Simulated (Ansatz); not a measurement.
GaGe under changes of volume

One of the cells (24.335 Å³/atom); the others are scaled copies at fixed shape and fractional positions:

```
CELL_PARAMETERS angstrom
0.00000 2.89784 2.89784
2.89784 0.00000 2.89784
2.89784 2.89784 0.00000
ATOMIC_POSITIONS crystal
Ge 0.00000 0.00000 0.00000
Ga 0.25000 0.25000 0.25000
```

The cell comes from a database or a generator and needn't be the stable form of this composition.

```yaml
Program: Ansatz 0.2.0
Functional: LDA
Potentials_or_basis: Ansatz PAW
Cutoff: "420 eV (not typed: the program's choice for these potentials)"
k_mesh: 8 × 8 × 8
Occupations: fermi-dirac, width 0.05 eV
Spin: no spin polarisation
```

```csv
volume (Å³/atom),energy over the lowest point (meV/atom),pressure (GPa)
22.875,0.00,-1.1
23.361,5.21,-2.3
23.848,13.61,-3.2
24.335,24.83,-4.1
24.821,38.53,-4.9
25.308,54.41,-5.5
25.795,?,?
```

Task: What does the run at 25.795 Å³/atom give?

Result: Energy over the lowest point 72.21 meV/atom; pressure -6.1 GPa.

Worked out: A Birch-Murnaghan fit of order 3 (a polynomial in V^(-2/3)) to the other rows has its minimum at 22.43 Å³/atom, just outside them, with B0 = V·E''(V) = 62 GPa and B' = 4.8. It gives 72.23 meV/atom at 25.795 Å³/atom, against the run's 72.21, and -dE/dV = -6.2 GPa, against -6.1.

Energies are extrapolated to zero smearing.

Caveats: the PAW data sets come from PBE, with cores solved anew for the run's functional, which leaves a small shift of forces and pressure.
